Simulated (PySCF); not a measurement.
**One shape, several levels: GeH3 (SMILES [GeH3])**

We compute a comparison of 6 runs (U-r2SCAN/STO-6G, UPBE0/STO-6G, USVWN5/STO-6G, UMP2/STO-6G, NEVPT2(3,3)/STO-6G, UCCSD(T)/STO-6G) of GeH3. The job is set up through a Python script.

Program for the calculation: PySCF 2.14.0.

12 further runs of the same task are left out: 2 that didn't finish, 10 set aside as unsound or not needed.

**1. The molecule**

The species is GeH3 (4 atoms), meant as a doublet with charge 0. As SMILES, `[GeH3]`. The Ge1–H2 distance was set to 2.309 Å, away from the relaxed value. At this shape a bond of the SMILES string is far longer than usual.

Bond lengths: Ge1–H3 1.539 Å, Ge1–H4 1.539 Å. Angles: H3–Ge1–H4 111.1°. A long bond or contact: Ge1–H2 2.309 Å.

**2. A single-point energy at U-r2SCAN/STO-6G (run 1)**

File job.py:

```python
from pyscf import gto, dft

mol = gto.M(
    atom='''
Ge    -0.388494    -0.460422    -1.669048
H      1.993661     0.207114     1.924308
H     -2.462279    -2.444635    -1.197939
H     -1.524975     2.030426    -2.650571
''',
    verbose=3,
    spin=1,
    max_memory=1860,
    basis='sto-6g',
    unit='bohr',
)

mf = dft.UKS(mol, xc='r2scan')
mf.conv_tol = 1e-10
mf.grids.level = 5
mf.kernel()
if not mf.converged:
    mf = mf.newton().run(mf.mo_coeff, mf.mo_occ)

etot = mf.e_tot
print('E(%s) = %.9f' % ('R2SCAN', etot))
```

On the command line:

```console
OMP_NUM_THREADS=1 python job.py
```

What it wrote:

```text
converged SCF energy = -2067.33121013139  <S^2> = 0.75129764  2S+1 = 2.0012972
E(R2SCAN) = -2067.331210131
```

Run time: 6.3 s. Hardware: 1 thread of Arm Neoverse V2, shared host; peak memory 0.21 GiB.

**3. A single-point energy at UPBE0/STO-6G (run 2)**

File run.py:

```python
from pyscf import gto, dft

molecule = gto.M(
    atom='Ge -0.205582 -0.243645 -0.883222; H 1.055000 0.109600 1.018300; H -1.302982 -1.293645 -0.633922; H -0.806982 1.074455 -1.402622',
    verbose=4,
    basis='sto-6g',
    charge=0,
    spin=1,
    max_memory=1860,
)

myscf = dft.UKS(molecule)
myscf.xc = 'pbe0'
myscf.conv_tol = 1e-10
myscf.grids.level = 5
myscf.kernel()
if not myscf.converged:
    myscf = myscf.newton().run(myscf.mo_coeff, myscf.mo_occ)

etot = myscf.e_tot
print('E = %.10f Eh' % etot)
```

On the command line:

```console
OMP_NUM_THREADS=1 python run.py
```

What it wrote:

```text
PySCF version 2.14.0

[... 52 lines left out ...]
WARN: HOMO -0.359862986256142 >= LUMO -0.359862986256141
[... 4 lines left out ...]
WARN: beta  nocc = 17  HOMO 0.118060768589459 >= LUMO 0.118710436641698
[... 1 line left out ...]
WARN: HOMO 0.118060768589459 >= LUMO 0.118710436641698
[... 62 lines left out ...]
converged SCF energy = -2067.01843121555  <S^2> = 0.76236584  2S+1 = 2.0123278
E = -2067.0184312155 Eh
```

Run time: 4.8 s. Hardware: 1 thread of Arm Neoverse V2, shared host; peak memory 0.2 GiB.

Runs 3 to 5 aren't shown in full; the table further down has their settings and results.

**4. A single-point energy at UCCSD(T)/STO-6G (run 6)**

File job.py:

```python
from pyscf import gto, scf, cc

mol = gto.M(
    atom=[
    ('Ge', (-0.205582, -0.243645, -0.883222)),
    ('H', (1.055000, 0.109600, 1.018300)),
    ('H', (-1.302982, -1.293645, -0.633922)),
    ('H', (-0.806982, 1.074455, -1.402622)),
],
    max_memory=1860,
    verbose=3,
    charge=0,
    basis='sto-6g',
    spin=1,
)

mf = scf.UHF(mol)
mf.conv_tol = 1e-10
mf.kernel()
if not mf.converged:
    mf = mf.newton().run(mf.mo_coeff, mf.mo_occ)

mycc = cc.CCSD(mf, frozen=9)
mycc.kernel()
e_t = mycc.ccsd_t()
e_final = mycc.e_tot + e_t
print('E(%s) = %.9f' % ('CCSD(T)', e_final))
```

On the command line:

```console
OMP_NUM_THREADS=1 python job.py
```

What it wrote:

```text
converged SCF energy = -2065.830402513  <S^2> = 0.75452414  2S+1 = 2.004519
E(UCCSD) = -2065.92204813952  E_corr = -0.09164562652260676
UCCSD(T) correction = -0.00112092014362645
E(CCSD(T)) = -2065.923169060
```

It took 0.88 s on 1 thread of Arm Neoverse V2, shared host; peak memory 0.1 GiB.

**5. Overview of the runs**

| run | level | integration grid | frozen core orbitals | energy (Eh) | dipole moment (D) of the reference | HOMO energy (eV) | LUMO energy (eV) | wall time |
| --- | --- | --- | --- | --- | --- | --- | --- | --- |
| 1 | U-r2SCAN/STO-6G | 5 | – | -2067.331210 | 0.77 | -2.36 | -0.63 | 6.3 s |
| 2 | UPBE0/STO-6G | 5 | – | -2067.018431 | 0.74 | -3.78 | 0.22 | 4.8 s |
| 3 | USVWN5/STO-6G | 5 | – | -2063.780536 | 0.58 | -1.83 | -1.21 | 2.8 s |
| 4 | UMP2/STO-6G | – | 9 | -2065.883494 | 1.03 | -6.21 | 4.70 | 0.8 s |
| 5 | NEVPT2(3,3)/STO-6G | – | – | -2065.910451 | 1.05 | – | – | 0.92 s |
| 6 | UCCSD(T)/STO-6G | – | 9 | -2065.923169 | 1.03 | -6.21 | 4.70 | 0.88 s |

**6. Results**

| quantity | value |
| --- | --- |
| run 6: total energy | -2065.92317 Eh |
| run 6: dipole moment (Hartree–Fock density) | 1.03 D |
| run 6: HOMO energy (Hartree–Fock orbitals) (highest over α and β) | -6.21 eV |
| run 6: LUMO energy (Hartree–Fock orbitals) (lowest over α and β) | 4.70 eV |
| run 6: correlation energy (9 core orbitals frozen) | -92.8 mEh |
| run 6: (T) correction | -1.12 mEh |
| run 6: ⟨S²⟩ of the reference determinant | 0.755 |
| run 6: T1 diagnostic | 0.008 |

Over runs 1, 2, 3 the dipole moment (its size) runs from 0.58 D (USVWN5/STO-6G) to 0.77 D (U-r2SCAN/STO-6G). Totals of different functionals can't be ranked against each other. In runs 1, 2, 3, 4, 5, 6 the basis is minimal, so the values are rough. All runs together took 16 s, the longest 6.3 s.
